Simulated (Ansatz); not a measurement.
# C₂H₆ClFGe: up Jacob's ladder to CCSD(T)

Aim: compute C₂H₆ClFGe with functionals from several rungs and with coupled cluster. The yardstick is the atomisation energy at the CCSD(T) limit.

Computed with Ansatz 0.2.0, Gaussian basis. Level: functionals in def2-TZVPP, the program's frozen cores in correlated methods.

The runs, in order: PBE-D4, r2SCAN-D4, PBE0-D4, B3LYP-D4, ωB97X-V, ωB97M-V, B2PLYP; CCSD(T)/def2-TZVPP; MP2/def2-QZVPP; extrapolation to the limit.

## (1) The relaxed structure

All runs share one geometry, relaxed beforehand with PBE0-D4 in a triple-zeta def2 set.

SMILES `C[CH2][GeH]([F])[Cl]`, 11 atoms, charge 0, spin multiplicity 1.

Atoms are counted from 1 here; the program's logs count them from 0.

Bond lengths: C1–C2 1.523 Å, C1–H6 1.092 Å, C1–H7 1.092 Å, C1–H8 1.093 Å, C2–Ge3 1.937 Å, C2–H9 1.094 Å, C2–H10 1.093 Å, Ge3–F4 1.736 Å, Ge3–Cl5 2.147 Å, Ge3–H11 1.534 Å. Angles: C2–C1–H6 110.7°, C2–C1–H7 111.4°, C2–C1–H8 111.8°, H6–C1–H7 107.7°, H6–C1–H8 107.3°, H7–C1–H8 107.7°, C1–C2–Ge3 113.2°, C1–C2–H9 111.6°, C1–C2–H10 111.5°, Ge3–C2–H9 106.8°, Ge3–C2–H10 106.3°, H9–C2–H10 107.1°, C2–Ge3–F4 108.1°, C2–Ge3–Cl5 109.6°, C2–Ge3–H11 118.6°, F4–Ge3–Cl5 105.8°, F4–Ge3–H11 106.4°, Cl5–Ge3–H11 107.7°.

## (2) PBE-D4 (GGA)

in.yaml

```yaml
crystal:
  periodic: [false, false, false]
  atoms:
    - {symbol: C, position_ang: [-0.493777, 1.367765, 0.204763]}
    - {symbol: C, position_ang: [-0.426427, -0.096314, 0.617575]}
    - {symbol: Ge, position_ang: [0.820129, -1.130842, -0.443807]}
    - {symbol: F, position_ang: [0.715651, -2.787851, 0.063278]}
    - {symbol: Cl, position_ang: [0.204093, -1.110531, -2.499936]}
    - {symbol: H, position_ang: [-1.210704, 1.911209, 0.824294]}
    - {symbol: H, position_ang: [-0.807335, 1.474622, -0.835815]}
    - {symbol: H, position_ang: [0.473306, 1.865533, 0.312863]}
    - {symbol: H, position_ang: [-0.119345, -0.206167, 1.661751]}
    - {symbol: H, position_ang: [-1.397534, -0.587069, 0.515545]}
    - {symbol: H, position_ang: [2.307244, -0.757258, -0.399909]}
basis:
  gaussian: {orbitals: def2-TZVPP}
hamiltonian: {xc: pbe, dispersion: d4}
output: {forces: true, orbitals: {seedname: orbitals}}
```

Run with:

```
> ansatz run in.yaml --threads 2 --pin off --events-out ev --progress --plain --max-ram 22528MiB --backend cpu
```

After this run come: r2SCAN-D4 (meta-GGA); PBE0-D4 (hybrid); B3LYP-D4 (hybrid); ωB97X-V (range-separated); ωB97M-V (range-separated); B2PLYP (double hybrid); CCSD(T) in def2-TZVPP; MP2 in def2-QZVPP.

Q: Predict the results of all the runs planned. Wanted: atomisation energy, CCSD(T)/CBS; farthest; mean size of error, hybrid; mean size of error, range-separated; gap, smallest and largest; T1 diagnostic; triples share of the correlation energy.

The runs gave:

| quantity | value |
| --- | --- |
| atomisation energy, CCSD(T)/CBS | 948.7 kcal/mol |
| functionals within 9.5 kcal/mol (1.0 %) | r2SCAN-D4, PBE0-D4, B3LYP-D4, ωB97X-V, ωB97M-V |
| farthest | B2PLYP (-13.9 kcal/mol) |
| mean size of error, hybrid | 5.3 kcal/mol |
| mean size of error, range-separated | 1.9 kcal/mol |
| gap, smallest and largest | 6.51 eV (PBE-D4), 13.29 eV (ωB97X-V) |
| T1 diagnostic | 0.0104 |
| triples share of the correlation energy | 3.6 % |

**Reading.** PBE-D4 is off by +9.6 kcal/mol. Double hybrids carry the basis error of their MP2 part in triple zeta, and no dispersion term here, so their miss is partly the set-up's. Misses under about 9.5 kcal/mol are within the doubt on the reference itself, which lacks core-valence correlation, relativity and higher excitations, and its outer-core shells are covered unevenly. Hartree-Fock recovers 75 % of the binding; the rest is correlation. The gap grows from 6.5 to 13.3 eV across the functionals, mostly with the share of exact exchange. Correlated methods include outer-core shells of Ge, which these sets cover unevenly.
